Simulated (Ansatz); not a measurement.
# AlSi2H7NCl: how energies converge with the basis set

How large a basis does AlSi2H7NCl need? Two functionals and correlated methods are run in growing sets.

Method: one geometry, several basis sets; program: Ansatz 0.2.0, Gaussian basis.

The runs, in order: PBE0-D4/def2-SVP; ωB97M-V/def2-SVP; PBE0-D4/def2-QZVPP; ωB97M-V/def2-QZVPP; CCSD(T)/cc-pV(D+d)Z; CCSD(T)/cc-pV(T+d)Z; MP2/cc-pV(Q+d)Z; the functionals' def2-TZVPP values are taken from earlier runs.

### Step 1. Structure used throughout

An earlier PBE0-D4 in a triple-zeta def2 set relaxation fixed the geometry.

SMILES `[SiH3][N]([SiH3])[AlH][Cl]`, 12 atoms, charge 0, spin multiplicity 1.

Atoms are counted from 1 here; the program's logs count them from 0.

Bond lengths: Si1–N2 1.744 Å, Si1–H6 1.489 Å, Si1–H7 1.485 Å, Si1–H8 1.485 Å, N2–Si3 1.737 Å, N2–Al4 1.780 Å, Si3–H9 1.487 Å, Si3–H10 1.488 Å, Si3–H11 1.487 Å, Al4–Cl5 2.095 Å, Al4–H12 1.567 Å. Angles: N2–Si1–H6 107.5°, N2–Si1–H7 111.4°, N2–Si1–H8 111.4°, H6–Si1–H7 108.8°, H6–Si1–H8 108.8°, H7–Si1–H8 108.8°, Si1–N2–Si3 117.4°, Si1–N2–Al4 121.7°, Si3–N2–Al4 121.0°, N2–Si3–H9 111.3°, N2–Si3–H10 108.1°, N2–Si3–H11 111.3°, H9–Si3–H10 109.0°, H9–Si3–H11 108.1°, H10–Si3–H11 109.0°, N2–Al4–Cl5 115.7°, N2–Al4–H12 123.5°, Cl5–Al4–H12 120.8°.

### Step 2. PBE0-D4 in def2-SVP

Input file in.yaml:

```yaml
crystal:
  periodic: [false, false, false]
  atoms:
    - {symbol: Si, position_ang: [-0.860455, 0.631154, 1.237271]}
    - {symbol: N, position_ang: [-0.030857, -0.057588, -0.133849]}
    - {symbol: Si, position_ang: [1.693235, -0.236326, -0.016681]}
    - {symbol: Al, position_ang: [-0.906214, -0.560230, -1.600158]}
    - {symbol: Cl, position_ang: [-2.980634, -0.270427, -1.565282]}
    - {symbol: H, position_ang: [0.163700, 0.930531, 2.276050]}
    - {symbol: H, position_ang: [-1.556354, 1.891799, 0.873430]}
    - {symbol: H, position_ang: [-1.853676, -0.317124, 1.803025]}
    - {symbol: H, position_ang: [2.360554, 1.077402, 0.185611]}
    - {symbol: H, position_ang: [2.182780, -0.837642, -1.286396]}
    - {symbol: H, position_ang: [2.069019, -1.124036, 1.115930]}
    - {symbol: H, position_ang: [-0.204401, -1.182813, -2.854850]}
basis:
  gaussian: {orbitals: def2-SVP}
hamiltonian: {xc: pbe0, dispersion: d4}
output: {orbitals: {seedname: orbitals}}
```

Command:

```
> ansatz run in.yaml --threads 2 --pin off --events-out ev --progress --plain --max-ram 32768MiB --backend cpu
```

Output:

```text
Functional definition: PBE0
  name "PBE0"
  cite "Adamo & Barone, J. Chem. Phys. 110, 6158 (1999) doi:10.1063/1.478522"
  cite "Perdew, Burke & Ernzerhof, Phys. Rev. Lett. 77, 3865 (1996) doi:10.1103/PhysRevLett.77.3865"
  parent pbe
  parameter a = 0.25
  parameter kappa = 0.804
  parameter beta = 0.06672455060314922
  exchange = (1 - a)*pbe_x(kappa = kappa, mu = beta*pi^2/3) + a*exact_x
  correlation = pbe_c(beta = beta)
1146 factors; integrals over basis functions are off by at most 1.1e-3 eV
mean field evaluation 1: about -36448.6169 eV, gradient 5.4e1 eV
mean field evaluation 2: about -36433.5650 eV, gradient 9.1e1 eV
mean field evaluation 4: about -36454.4490 eV, gradient 3.4e0 eV
mean field evaluation 8: about -36454.5506 eV, gradient 1.6e-1 eV
mean field evaluation 16: about -36454.5507 eV, gradient 4.2e-5 eV
mean field -36454.55070174 eV, -1339.6800285070 hartree, gradient 4.2e-5 eV, S^2 0.000000; 0 other end points of the search recorded, 0 dependent functions left out
reference -36454.55073536 eV, -1339.6800297426 hartree; 36, 36 occupied and 85, 85 virtual orbitals, 1146 factors
Total energy: -36454.86415029 eV, -1339.6915475286 hartree
```

Run time: 2.2 s. Hardware: 2 threads of AMD EPYC 7R13, shared host.

### Step 3. ωB97M-V in def2-SVP

in.yaml: that of step 2 with these lines changed.

```diff
@@ -17,3 +17,3 @@
   gaussian: {orbitals: def2-SVP}
-hamiltonian: {xc: pbe0, dispersion: d4}
+hamiltonian: {xc: {name: wB97M-V}}
 output: {orbitals: {seedname: orbitals}}
```

Launched as before.

Output (excerpt; [...] marks lines left out):

```text
Functional definition: wB97M-V
  name "wB97M-V"
  cite "Mardirossian & Head-Gordon, J. Chem. Phys. 144, 214110 (2016) doi:10.1063/1.4952647"
  cite "Becke, J. Chem. Phys. 107, 8554 (1997) doi:10.1063/1.475007"
  cite "Vydrov & Van Voorhis, J. Chem. Phys. 133, 244103 (2010) doi:10.1063/1.3521275"
  # Of w^i u^j: cxij and so on, Table III.
[...]
  gx(w, u) = 1 - cx + cx01*u + cx10*w
  gss(w, u) = css00 + css04*u^4 + css10*w + css20*w^2 + css43*w^4*u^3
  gos(w, u) = cos00 + cos10*w + (cos20 + cos21*u)*w^2 + (cos60 + cos61*u)*w^6
[...]
      + integral(e_c_pw_mod_opposite_spin*gos(b97_w_opposite, b97_u_opposite)) + vv10(b, c)
1146 factors; integrals over basis functions are off by at most 1.1e-3 eV
409 factors; integrals over basis functions are off by at most 9.1e-6 eV
[...]
mean field -36467.33741843 eV, -1340.1499316781 hartree, gradient 6.6e-5 eV, S^2 0.000000; 0 other end points of the search recorded, 0 dependent functions left out
reference -36467.33747110 eV, -1340.1499336137 hartree; 36, 36 occupied and 85, 85 virtual orbitals, 1146 factors
Total energy: -36467.33747110 eV, -1340.1499336137 hartree
```

Wall time 8.5 s (2 threads of AMD EPYC 7R13, shared host); peak memory 0.44 GiB.

### Step 4. PBE0-D4 in def2-QZVPP

in.yaml: that of step 3 with these lines changed.

```diff
@@ -16,4 +16,4 @@
 basis:
-  gaussian: {orbitals: def2-SVP}
-hamiltonian: {xc: {name: wB97M-V}}
+  gaussian: {orbitals: "def2-QZVPP.json"}
+hamiltonian: {xc: pbe0, dispersion: d4}
 output: {orbitals: {seedname: orbitals}}
```

Command:

```
> ansatz run in.yaml --threads 2 --pin off --events-out ev --progress --plain --max-ram 32768MiB --backend cuda --devices 0, --max-vram 18GiB
```

Output:

```text
Functional definition: PBE0
  name "PBE0"
  cite "Adamo & Barone, J. Chem. Phys. 110, 6158 (1999) doi:10.1063/1.478522"
  cite "Perdew, Burke & Ernzerhof, Phys. Rev. Lett. 77, 3865 (1996) doi:10.1103/PhysRevLett.77.3865"
  parent pbe
  parameter a = 0.25
  parameter kappa = 0.804
  parameter beta = 0.06672455060314922
  exchange = (1 - a)*pbe_x(kappa = kappa, mu = beta*pi^2/3) + a*exact_x
  correlation = pbe_c(beta = beta)
2146 factors; their error is unknown
mean field evaluation 1: about -36461.2545 eV, gradient 6.7e1 eV
mean field evaluation 2: about -36434.4673 eV, gradient 1.2e2 eV
mean field evaluation 4: about -36469.8129 eV, gradient 5.5e0 eV
mean field evaluation 8: about -36469.8673 eV, gradient 7.7e-2 eV
mean field evaluation 16: about -36469.8975 eV, gradient 6.4e-5 eV
mean field -36469.89754528 eV, -1340.2440146045 hartree, gradient 6.4e-5 eV, S^2 0.000000; 0 other end points of the search recorded, 0 dependent functions left out
reference -36469.89759505 eV, -1340.2440164337 hartree; 36, 36 occupied and 511, 511 virtual orbitals, 2146 factors
Total energy: -36470.21100997 eV, -1340.2555342196 hartree
```

Run time: 10 s. Hardware: 1 × H100 (card shared with other runs) with 2 threads of AMD EPYC 7R13, shared host; peak host memory 1.1 GiB.

### Step 5. ωB97M-V in def2-QZVPP

in.yaml: that of step 4 with these lines changed.

```diff
@@ -17,3 +17,3 @@
   gaussian: {orbitals: "def2-QZVPP.json"}
-hamiltonian: {xc: pbe0, dispersion: d4}
+hamiltonian: {xc: {name: wB97M-V}}
 output: {orbitals: {seedname: orbitals}}
```

The command is unchanged.

Output (excerpt; [...] marks lines left out):

```text
Functional definition: wB97M-V
  name "wB97M-V"
  cite "Mardirossian & Head-Gordon, J. Chem. Phys. 144, 214110 (2016) doi:10.1063/1.4952647"
  cite "Becke, J. Chem. Phys. 107, 8554 (1997) doi:10.1063/1.475007"
  cite "Vydrov & Van Voorhis, J. Chem. Phys. 133, 244103 (2010) doi:10.1063/1.3521275"
  # Of w^i u^j: cxij and so on, Table III.
[...]
  gx(w, u) = 1 - cx + cx01*u + cx10*w
  gss(w, u) = css00 + css04*u^4 + css10*w + css20*w^2 + css43*w^4*u^3
  gos(w, u) = cos00 + cos10*w + (cos20 + cos21*u)*w^2 + (cos60 + cos61*u)*w^6
[...]
      + integral(e_c_pw_mod_opposite_spin*gos(b97_w_opposite, b97_u_opposite)) + vv10(b, c)
2047 factors; their error is unknown
482 factors; integrals over basis functions are off by at most 2.0e-5 eV
[...]
mean field -36482.66884544 eV, -1340.7133512290 hartree, gradient 4.2e-5 eV, S^2 0.000000; 0 other end points of the search recorded, 0 dependent functions left out
reference -36482.66892628 eV, -1340.7133541997 hartree; 36, 36 occupied and 511, 511 virtual orbitals, 2047 factors
Total energy: -36482.66892628 eV, -1340.7133541997 hartree
```

Run time: 9.5 s. Hardware: 1 × H100 (card shared with other runs) with 2 threads of AMD EPYC 7R13, shared host; peak host memory 1.2 GiB.

### Step 6. Density functionals: the series

The def2-TZVPP values come from earlier runs at the same geometry.

| functional | basis | functions | energy (eV) | from the largest (eV) | HOMO (eV) | LUMO (eV) |
| --- | --- | --- | --- | --- | --- | --- |
| PBE0-D4 | def2-SVP | 121 | -36454.8642 | 15.347 | -7.92 | -0.91 |
| PBE0-D4 | def2-TZVPP | 297 | -36468.9839 | 1.227 | -8.01 | -1.05 |
| PBE0-D4 | def2-QZVPP | 547 | -36470.2110 | 0.000 | -8.02 | -1.11 |
| ωB97M-V | def2-SVP | 121 | -36467.3375 | 15.331 | -10.12 | 0.80 |
| ωB97M-V | def2-TZVPP | 297 | -36481.5204 | 1.149 | -10.25 | 0.54 |
| ωB97M-V | def2-QZVPP | 547 | -36482.6689 | 0.000 | -10.27 | 0.31 |

### Step 7. CCSD(T) in cc-pV(D+d)Z

in.yaml: that of step 5 with these lines changed.

```diff
@@ -16,4 +16,3 @@
 basis:
-  gaussian: {orbitals: "def2-QZVPP.json"}
-hamiltonian: {xc: {name: wB97M-V}}
-output: {orbitals: {seedname: orbitals}}
+  gaussian: {orbitals: "cc-pV(D+d)Z.json"}
+correlation: {method: ccsd_t}
```

Launched as before.

Output (excerpt; [...] marks lines left out):

```text
Functional definition: HF
  name "HF"
  cite "Fock, Z. Phys. 61, 126 (1930) doi:10.1007/BF01340294"
  parent pbe
[...]
1433 factors; integrals over basis functions are off by at most 8.2e-4 eV
[...]
mean field -36408.31151312 eV, -1337.9807696674 hartree, gradient 1.4e-6 eV, S^2 0.000000; 0 other end points of the search recorded, 0 dependent functions left out
21 core orbitals not correlated: weight in the atoms' cores, before any rotation towards them, 1.000 or more for the frozen orbitals, at most 0.000 for the correlated occupied ones
reference -36408.31151312 eV, -1337.9807696674 hartree; 15, 15 occupied and 105, 105 virtual orbitals, 1433 factors
second order -15.56866798 eV of doubles, -0.00000000 eV of singles
cycle   1  -16.82498550 eV  change    -1.3e0 eV  update   1.0e-1
[...]
cycle   9  -17.46644083 eV  change   -7.7e-6 eV  update   1.8e-5
perturbative correction -0.45486102 eV, -0.0167158342 hartree
Total energy: -36426.23281497 eV, -1338.6393653628 hartree
```

Run time: 7.5 s. Hardware: 1 × H100 (card shared with other runs) with 2 threads of AMD EPYC 7R13, shared host; peak host memory 0.76 GiB.

### Step 8. CCSD(T) in cc-pV(T+d)Z

in.yaml: that of step 7 with these lines changed.

```diff
@@ -16,3 +16,4 @@
 basis:
-  gaussian: {orbitals: "cc-pV(D+d)Z.json"}
+  gaussian: {orbitals: "cc-pV(T+d)Z.json"}
 correlation: {method: ccsd_t}
+output: {orbitals: {seedname: orbitals}}
```

Same command.

Output (excerpt; [...] marks lines left out):

```text
Functional definition: HF
  name "HF"
  cite "Fock, Z. Phys. 61, 126 (1930) doi:10.1007/BF01340294"
  parent pbe
[...]
1648 factors; integrals over basis functions are off by at most 1.4e-3 eV
[...]
mean field -36410.37569462 eV, -1338.0566269383 hartree, gradient 3.9e-6 eV, S^2 0.000000; 0 other end points of the search recorded, 0 dependent functions left out
21 core orbitals not correlated: weight in the atoms' cores, before any rotation towards them, 1.000 or more for the frozen orbitals, at most 0.000 for the correlated occupied ones
reference -36410.37569462 eV, -1338.0566269383 hartree; 15, 15 occupied and 248, 248 virtual orbitals, 1648 factors
second order -19.77006893 eV of doubles, -0.00000000 eV of singles
cycle   1  -20.90286966 eV  change    -1.1e0 eV  update   1.0e-1
[...]
cycle   9  -21.60116366 eV  change   -1.3e-5 eV  update   2.1e-5
perturbative correction -0.82424618 eV, -0.0302904883 hartree
Total energy: -36432.80110445 eV, -1338.8807455492 hartree
```

It took 6.5 s on 1 × H100 (card shared with other runs) with 2 threads of AMD EPYC 7R13, shared host; peak host memory 1.2 GiB.

### Step 9. MP2 in cc-pV(Q+d)Z

in.yaml: that of step 8 with these lines changed.

```diff
@@ -16,4 +16,3 @@
 basis:
-  gaussian: {orbitals: "cc-pV(T+d)Z.json"}
-correlation: {method: ccsd_t}
-output: {orbitals: {seedname: orbitals}}
+  gaussian: {orbitals: "cc-pV(Q+d)Z.json"}
+correlation: {method: mp2}
```

The command is unchanged.

Output:

```text
Functional definition: HF
  name "HF"
  cite "Fock, Z. Phys. 61, 126 (1930) doi:10.1007/BF01340294"
  parent pbe
  exchange = exact_x
  correlation = 0
3105 factors; integrals over basis functions are off by at most 8.5e-4 eV
mean field evaluation 1: about -36405.9890 eV, gradient 4.3e1 eV
mean field evaluation 2: about -36406.1540 eV, gradient 4.3e1 eV
mean field evaluation 4: about -36410.7878 eV, gradient 4.6e0 eV
mean field evaluation 8: about -36410.8733 eV, gradient 2.2e-1 eV
mean field -36410.87357417 eV, -1338.0749236742 hartree, gradient 5.9e-6 eV, S^2 0.000000; 0 other end points of the search recorded, 0 dependent functions left out
21 core orbitals not correlated: weight in the atoms' cores, before any rotation towards them, 1.000 or more for the frozen orbitals, at most 0.000 for the correlated occupied ones
reference -36410.87357417 eV, -1338.0749236742 hartree; 15, 15 occupied and 485, 485 virtual orbitals, 3105 factors
second order -21.35837429 eV of doubles, -0.00000000 eV of singles
Total energy: -36432.23194846 eV, -1338.8598294522 hartree
```

It took 12 s on 1 × H100 (card shared with other runs) with 2 threads of AMD EPYC 7R13, shared host; peak host memory 1.1 GiB.

The pieces so far (eV):

| basis | HF | MP2 correlation | CCSD correlation | (T) | total |
| --- | --- | --- | --- | --- | --- |
| cc-pV(D+d)Z | -36408.3115 | -15.5687 | -17.4664 | -0.4549 | -36426.2328 |
| cc-pV(T+d)Z | -36410.3757 | -19.7701 | -21.6012 | -0.8242 | -36432.8011 |
| cc-pV(Q+d)Z | -36410.8736 | -21.3584 |  |  | -36432.2319 (MP2) |

### Step 10. From triple and quadruple zeta to the limit

This step is arithmetic on the last runs, with X = 3 and 4: exp(−5.46√X) for Hartree-Fock, X^−3.05 for correlation; only MP2 was run in the larger set, so CCSD(T) minus MP2 is added from the smaller one.

| level | energy at the limit (eV) |
| --- | --- |
| HF | -36411.0236 |
| MP2 | -36433.5127 |
| CCSD | -36435.3438 |
| CCSD(T) | -36436.1680 |

| basis | HF above its limit (eV) | share of the MP2 correlation limit (%) |
| --- | --- | --- |
| cc-pV(D+d)Z | 2.712 | 69.2 |
| cc-pV(T+d)Z | 0.648 | 87.9 |
| cc-pV(Q+d)Z | 0.150 | 95.0 |

### Step 11. Summary of results

| quantity | value |
| --- | --- |
| MP2 correlation recovered, cc-pV(D+d)Z | 69.2 % |
| MP2 correlation recovered, cc-pV(T+d)Z | 87.9 % |
| MP2 correlation recovered, cc-pV(Q+d)Z | 95.0 % |
| CCSD(T) limit from def2 sets (earlier runs) less the limit of this series | -148 meV |
| PBE0-D4: double and triple zeta above quadruple | 15.35, 1.23 eV |
| ωB97M-V: double and triple zeta above quadruple | 15.33, 1.15 eV |

In words: PBE0-D4 gains 14.12 eV from double to triple zeta, then 1.23 eV more. Correlation climbs from 69 % (cc-pV(D+d)Z) to 95 % (cc-pV(Q+d)Z) of the limit; Hartree-Fock is 0.150 eV from its own by then. A limit from the def2 sets, made apart, differs by 148 meV, a least measure of the doubt on such a limit. Total energies overstate the basis error of differences, where much of it tends to cancel.
